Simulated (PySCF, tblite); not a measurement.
**C6H11NOSi: geometry, infrared bands and NMR shifts**

Wanted: the infrared bands and NMR shifts of C6H11NOSi (`C[C@@H]1C=C(C(N)=O)C[SiH2]1`), by calculation.

The runs use tblite 0.8.0 and PySCF 2.14.0, with density-fitted response routines of our own; the level of theory stands in each step. All values are computed, except where a source is named. Atoms count from 0, in the outputs and in this text.

## (1) The molecule as given

20 atoms, charge 0, multiplicity 1; geometry from: force field or distance geometry start.

Bonds of the start (Å): C0–C1 1.51, C1–C2 1.53, C2–C3 1.34, C3–C4 1.48, C4–N5 1.36, C4–O6 1.22, C3–C7 1.51, C7–Si8 1.90, Si8–C1 1.95, C0–H9 1.10, C0–H10 1.11, C0–H11 1.09, C1–H12 1.11, C2–H13 1.08, N5–H14 1.01, N5–H15 1.01, C7–H16 1.10, C7–H17 1.10, Si8–H18 1.49, Si8–H19 1.49.

## (2) Relaxing the molecule with GFN2-xTB

What the job is given:

```
{"job": {"kind": "relax", "xc": "GFN2-xTB", "basis": "xTB"}, "charge": 0, "multiplicity": 1}
C     -2.164700     1.327800    -0.073100
C     -1.295800     0.425900     0.768100
C      0.195600     0.682800     0.539700
C      0.966300    -0.322500     0.104200
C      2.427100    -0.216700    -0.122200
N      2.867500     1.003900    -0.530600
O      3.182800    -1.170600    -0.036400
C      0.353800    -1.694200    -0.072300
Si    -1.483300    -1.479000     0.373000
H     -2.014600     2.381100     0.193300
H     -3.237300     1.106000     0.085000
H     -1.971000     1.214800    -1.141600
H     -1.521500     0.562700     1.851000
H      0.579600     1.675800     0.747100
H      3.857400     1.109100    -0.715200
H      2.263000     1.793100    -0.683100
H      0.447200    -2.026800    -1.111700
H      0.806400    -2.441400     0.588800
H     -2.385400    -1.681300    -0.790800
H     -1.878400    -2.239900     1.589800
```

On the command line:

```console
$ OMP_NUM_THREADS=1 python probes_run.py task.json out
```

One launch serves the whole session: the jobs run in the order shown.

**Question.** This job is followed by: GFN2-xTB harmonic vibrations, gas phase; GIAO PBE0/pcSseg-1 NMR shielding, non-relativistic, gas phase. Predict these results of the whole session: strongest single infrared mode (GFN2-xTB); zero-point energy (GFN2-xTB); 13C shifts against TMS (PBE0/pcSseg-1); 1H shifts against TMS (PBE0/pcSseg-1, means over atoms taken as alike); 15N shifts against NH3 (PBE0/pcSseg-1); 17O shifts against H2O (PBE0/pcSseg-1); 29Si shifts against TMS (PBE0/pcSseg-1); surface potential, 1st and 99th percentile.

The runs gave:

| quantity | value |
| --- | --- |
| strongest single infrared mode (GFN2-xTB) | 1729 cm⁻¹, 458 km/mol |
| zero-point energy (GFN2-xTB) | 97.5 kcal/mol |
| 13C shifts against TMS (PBE0/pcSseg-1) | 168.8, 147.7, 146.7, 29.2, 21.2, 16.7 ppm |
| 1H shifts against TMS (PBE0/pcSseg-1, means over atoms taken as alike) | 6.27, 5.24, 4.52, 4.46, 4.11, 2.52, 2.37, 1.78, 1.27 ppm |
| 15N shifts against NH3 (PBE0/pcSseg-1) | 111.4 ppm |
| 17O shifts against H2O (PBE0/pcSseg-1) | 417.6 ppm |
| 29Si shifts against TMS (PBE0/pcSseg-1) | -24.8 ppm |
| surface potential, 1st and 99th percentile | -2.03 V and 1.85 V |

What this shows: Over 43 steps the energy fell by 0.124 eV; of the close pairs, C1–Si8 changed most, 1.954 to 1.919 Å. All 54 modes are real, so the xTB geometry is a minimum. The strongest single mode, at 1729 cm⁻¹, moves mainly C4 and O6. Unscaled tight-binding wavenumbers are off by several per cent, some by more. Its intensities can rank the bands wrongly. The most deshielded hydrogen is H13 (hydrogen on a β carbon of a C=C–C=O unit), at 6.27 ppm: attached to an sp2 carbon and in the plane of the double bond. At PBE0/pcSseg-1: The widest tensor belongs to O6: span 724 ppm, with a paramagnetic part of -480 ppm. By nearest atom (PBE0/pcSseg-1), the HOMO sits on O6 63 %; C3 11 % and the LUMO on C2, C3 about 22 % each; C4 16 %.
